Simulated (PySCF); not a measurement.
# CBr: changing the method

Starting from one script, swap the method and compare what comes out for CBr.

The runs use PySCF 2.14.0; method and basis as typed in the scripts.

2 further runs of the same task are left out: 2 that didn't finish.

## (1) Starting geometry

CBr: 2 atoms, charge 0, spin multiplicity 2.

Bond lengths: C1–Br2 1.825 Å.

## (2) The run that the others are compared with

input.py reads:

```python
from pyscf import gto, scf, mp

mol = gto.M(
    atom='C 0 0 0; Br 0 0 1.825',
    basis='ano-rcc-vdzp',
    charge=0,
    spin=1,
    verbose=4,
)
mf = scf.UHF(mol)
mf = mf.sfx2c1e()
mf.kernel()
mp.MP2(mf, frozen=10).kernel()
mf.dip_moment()
print('orbital energies (hartree):', [e[max(0, n-3):n+3].round(4) for e, n in zip(mf.mo_energy, mol.nelec)])
```

Run with:

```
$ OMP_NUM_THREADS=1 python input.py
```

## (3) RHF

Run 1 changes SCF type: UHF → RHF.

input.py reads:

```python
from pyscf import gto, scf, mp

mol = gto.M(
    atom='C 0 0 0; Br 0 0 1.825',
    basis='ano-rcc-vdzp',
    charge=0,
    spin=1,
    verbose=4,
)
mf = scf.RHF(mol)
mf = mf.sfx2c1e()
mf.kernel()
mp.MP2(mf, frozen=10).kernel()
mf.dip_moment()
print('orbital energies (hartree):', mf.mo_energy[..., max(0, mol.nelec[1]-3):mol.nelec[0]+3].round(4))
```

## (4) R2scan (UKS)

Run 2 changes functional: none (Hartree–Fock) → r2scan; SCF type: UHF → UKS; step after the SCF: mp2 → analyze.

input.py reads:

```python
from pyscf import gto, dft

mol = gto.M(
    atom='C 0 0 0; Br 0 0 1.825',
    basis='ano-rcc-vdzp',
    charge=0,
    spin=1,
    verbose=4,
)
mf = dft.UKS(mol, xc='r2scan')
mf = mf.sfx2c1e()
mf.kernel()
mf.analyze()
print('orbital energies (hartree):', [e[max(0, n-3):n+3].round(4) for e, n in zip(mf.mo_energy, mol.nelec)])
```

## (5) B3lyp5 (UKS)

Run 3 changes functional: none (Hartree–Fock) → b3lyp5; SCF type: UHF → UKS; step after the SCF: mp2 → analyze.

input.py reads:

```python
from pyscf import gto, dft

mol = gto.M(
    atom='C 0 0 0; Br 0 0 1.825',
    basis='ano-rcc-vdzp',
    charge=0,
    spin=1,
    verbose=4,
)
mf = dft.UKS(mol, xc='b3lyp5')
mf = mf.sfx2c1e()
mf.kernel()
mf.analyze()
print('orbital energies (hartree):', [e[max(0, n-3):n+3].round(4) for e, n in zip(mf.mo_energy, mol.nelec)])
```

## (6) Stability test

Run 4 changes step after the SCF: mp2 → stability.

input.py, as its differences from that of step 2:

```diff
@@ -1,2 +1,2 @@
-from pyscf import gto, scf, mp
+from pyscf import gto, scf
 
@@ -12,3 +12,3 @@
 mf.kernel()
-mp.MP2(mf, frozen=10).kernel()
+mf.stability(internal=True, external=True)
 mf.dip_moment()
```

## (7) Camb3lyp (UKS)

Run 5 changes functional: none (Hartree–Fock) → camb3lyp; SCF type: UHF → UKS; step after the SCF: mp2 → analyze.

input.py reads:

```python
from pyscf import gto, dft

mol = gto.M(
    atom='C 0 0 0; Br 0 0 1.825',
    basis='ano-rcc-vdzp',
    charge=0,
    spin=1,
    verbose=4,
)
mf = dft.UKS(mol, xc='camb3lyp')
mf = mf.sfx2c1e()
mf.kernel()
mf.analyze()
print('orbital energies (hartree):', [e[max(0, n-3):n+3].round(4) for e, n in zip(mf.mo_energy, mol.nelec)])
```

Before running it: what results should come out? Wanted: for each run, E(SCF); from base; gap, α spin; SCF dipole; after the SCF.

As calculated:

| run | E(SCF) (hartree) | from base (eV) | cycles | gap, α spin (eV) | SCF dipole (D) | after the SCF |
| --- | --- | --- | --- | --- | --- | --- |
| base | -2642.199478 | 0 | 12 | 11.19 | 1.01 | MP2 correlation -6.025 eV, core frozen |
| RHF | -2642.194139 | +0.1453 | 10 | n/a | 0.99 | MP2 correlation -6.075 eV, core frozen |
| r2scan (UKS) | -2644.196857 | not comparable | 17 | 1.03 | 1.53 | n/a |
| b3lyp5 (UKS) | -2644.117372 | not comparable | 10 | 2.54 | 1.48 | n/a |
| stability test | -2642.199478 | 0.0000 | 12 | 11.19 | 1.01 | unstable: UHF/UKS -> GHF/GKS |
| camb3lyp (UKS) | -2644.367531 | not comparable | 11 | 5.75 | 1.44 | n/a |

In words: The α-spin gap between the frontier levels is 1.0 eV with r2scan (0 % exact exchange) and 2.5 eV with b3lyp5 (20 %): exact exchange opens it. Total energies of different functionals can't be compared with each other; differences within one functional can. The dearest run is “camb3lyp (UKS)”, at 39 s against 5.3 s.
